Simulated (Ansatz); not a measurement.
# H6SeSi2: the cost of one run

Method: RKS r2SCANh-D4/def2-SVP, in Ansatz 0.2.0.

## Step 1: Starting point

Bond lengths: Si1–Se2 2.218 Å, Se2–Si3 2.277 Å, Si1–H4 1.418 Å, Si1–H5 1.521 Å, Si1–H6 1.498 Å, Si3–H7 1.524 Å, Si3–H8 1.413 Å, Si3–H9 1.506 Å. Angles: Si1–Se2–Si3 89.4°, Se2–Si1–H4 110.6°, Se2–Si1–H5 110.5°, Se2–Si1–H6 111.8°, H4–Si1–H5 107.2°, H4–Si1–H6 110.6°, H5–Si1–H6 106.0°, Se2–Si3–H7 107.8°, Se2–Si3–H8 109.8°, Se2–Si3–H9 109.9°, H7–Si3–H8 109.1°, H7–Si3–H9 107.1°, H8–Si3–H9 112.9°.

Coordinates:

```xyz
9

Si   -0.6902    1.0618   -0.9201
Se    1.4287    0.4547   -0.6739
Si    0.7801   -1.0888    0.8696
H    -1.4690   -0.0273   -1.3885
H    -0.8096    2.1751   -1.9495
H    -1.2618    1.6120    0.3511
H     2.0314   -1.8034    1.3671
H    -0.0840   -2.0323    0.2705
H     0.1628   -0.3982    2.0566
```

## Step 2: Relaxing end A

File input.yaml:

```yaml
crystal:
  periodic: [false, false, false]
  atoms:
    - { symbol: Si, position_ang: [-0.6902, 1.0618, -0.9201] }
    - { symbol: Se, position_ang: [1.4287, 0.4547, -0.6739] }
    - { symbol: Si, position_ang: [0.7801, -1.0888, 0.8696] }
    - { symbol: H, position_ang: [-1.469, -0.0273, -1.3885] }
    - { symbol: H, position_ang: [-0.8096, 2.1751, -1.9495] }
    - { symbol: H, position_ang: [-1.2618, 1.612, 0.3511] }
    - { symbol: H, position_ang: [2.0314, -1.8034, 1.3671] }
    - { symbol: H, position_ang: [-0.084, -2.0323, 0.2705] }
    - { symbol: H, position_ang: [0.1628, -0.3982, 2.0566] }
basis:
  gaussian: { orbitals: def2-SVP }
hamiltonian:
  xc: r2scanh
  dispersion: d4
relax:
  f_tol: 0.02
  max_steps: 50
```

Started as:

```bash
$ ansatz run input.yaml --threads 2 --pin off --max-ram 3072MiB --backend cpu --events-out ev --progress --plain --runs-dir out
```

**Question.** How long does this run take on 2 threads of Intel Xeon Platinum 8488C (Sapphire Rapids), shared host, and how much memory does it need?

About 15 s, with a peak of 0.26 GiB.
